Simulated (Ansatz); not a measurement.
**C3H8F2OSi: one species, many methods**

One table from this session's results is given with a row withheld; the runs are named, their logs left out.

Program: Ansatz 0.2.0, Gaussian basis. Level of theory: functionals in def2-TZVPP, the program's frozen cores in correlated methods. These are calculated values, not measurements.

Levels to be run: PBE-D4, r2SCAN-D4, PBE0-D4, B3LYP-D4, ωB97X-V, ωB97M-V, B2PLYP; CCSD(T)/def2-TZVPP; MP2/def2-QZVPP; extrapolation to the limit.

## The geometry

The geometry comes from an earlier relaxation with PBE0-D4 in a triple-zeta def2 set; it is a stationary point, not always the lowest conformer.

SMILES `CC(C)O[SiH](F)F`, 15 atoms, charge 0, spin multiplicity 1.

Atoms are counted from 1 here; the program's logs count them from 0.

Bond lengths: C1–C2 1.513 Å, C1–H8 1.092 Å, C1–H9 1.091 Å, C1–H10 1.092 Å, C2–C3 1.511 Å, C2–O4 1.432 Å, C2–H11 1.100 Å, C3–H12 1.092 Å, C3–H13 1.092 Å, C3–H14 1.091 Å, O4–Si5 1.608 Å, Si5–F6 1.578 Å, Si5–F7 1.586 Å, Si5–H15 1.470 Å. Angles: C2–C1–H8 110.0°, C2–C1–H9 111.0°, C2–C1–H10 110.3°, H8–C1–H9 108.4°, H8–C1–H10 108.5°, H9–C1–H10 108.4°, C1–C2–C3 112.9°, C1–C2–O4 109.3°, C1–C2–H11 109.1°, C3–C2–O4 107.7°, C3–C2–H11 108.9°, O4–C2–H11 108.9°, C2–C3–H12 110.4°, C2–C3–H13 110.0°, C2–C3–H14 110.8°, H12–C3–H13 108.6°, H12–C3–H14 108.6°, H13–C3–H14 108.4° and more.

As a file:

```xyz
15

C    -0.5814    1.3645   -0.6255
C    -0.5043    0.0144    0.0536
C    -1.5071   -0.9757   -0.4918
O     0.8021   -0.5395   -0.1387
Si    2.0437   -0.4093    0.8745
F     3.2403   -1.2260    0.2498
F     2.5226    1.0965    1.0164
H    -0.3951    1.2558   -1.6964
H     0.1597    2.0527   -0.2149
H    -1.5725    1.8026   -0.4881
H    -0.6814    0.1425    1.1313
H    -2.5243   -0.6019   -0.3569
H    -1.3331   -1.1345   -1.5585
H    -1.4195   -1.9363    0.0182
H     1.7502   -0.9058    2.2270
```

Set-up of the first run:

File in.yaml:

```yaml
crystal:
  periodic: [false, false, false]
  atoms:
    - {symbol: C, position_ang: [-0.581361, 1.364492, -0.625497]}
    - {symbol: C, position_ang: [-0.504290, 0.014355, 0.053579]}
    - {symbol: C, position_ang: [-1.507121, -0.975665, -0.491771]}
    - {symbol: O, position_ang: [0.802110, -0.539508, -0.138685]}
    - {symbol: Si, position_ang: [2.043723, -0.409266, 0.874531]}
    - {symbol: F, position_ang: [3.240349, -1.225958, 0.249847]}
    - {symbol: F, position_ang: [2.522594, 1.096478, 1.016449]}
    - {symbol: H, position_ang: [-0.395129, 1.255821, -1.696421]}
    - {symbol: H, position_ang: [0.159658, 2.052655, -0.214932]}
    - {symbol: H, position_ang: [-1.572452, 1.802647, -0.488101]}
    - {symbol: H, position_ang: [-0.681365, 0.142502, 1.131256]}
    - {symbol: H, position_ang: [-2.524312, -0.601869, -0.356934]}
    - {symbol: H, position_ang: [-1.333057, -1.134534, -1.558460]}
    - {symbol: H, position_ang: [-1.419503, -1.936337, 0.018169]}
    - {symbol: H, position_ang: [1.750166, -0.905803, 2.226961]}
basis:
  gaussian: {orbitals: def2-TZVPP}
hamiltonian: {xc: pbe, dispersion: d4}
output: {forces: true, orbitals: {seedname: orbitals}}
```

Started as:

```console
$ ansatz run in.yaml --threads 2 --pin off --events-out ev --progress --plain --max-ram 22528MiB --backend cuda --devices 0, --max-vram 18GiB
```

Steps of the session up to this table: PBE-D4 (GGA); r2SCAN-D4 (meta-GGA); PBE0-D4 (hybrid); B3LYP-D4 (hybrid); ωB97X-V (range-separated); ωB97M-V (range-separated); B2PLYP (double hybrid); CCSD(T) in def2-TZVPP; MP2 in def2-QZVPP.

One table of the session follows, with a row left open; its other results are not shown here.

It belongs to the step «Atomisation energies». 

| method | atomisation energy (eV) |
| --- | --- |
| PBE-D4 | 64.464 |
| r2SCAN-D4 | 63.727 |
| PBE0-D4 | 63.438 |
| B3LYP-D4 | 63.420 |
| ωB97X-V | 63.707 |
| ωB97M-V | 63.747 |
| B2PLYP | 62.993 |
| HF/def2-TZVPP | 47.726 |
| MP2/def2-TZVPP | 63.519 |
| CCSD/def2-TZVPP | ? |
| CCSD(T)/def2-TZVPP | 62.216 |
| MP2/CBS | 65.105 |
| CCSD(T)/CBS | 63.802 |

Estimate the missing values for CCSD/def2-TZVPP.

The run gave: atomisation energy (eV): 61.407. In the column «atomisation energy (eV)» it lies between HF/def2-TZVPP (47.726) and CCSD(T)/def2-TZVPP (62.216).
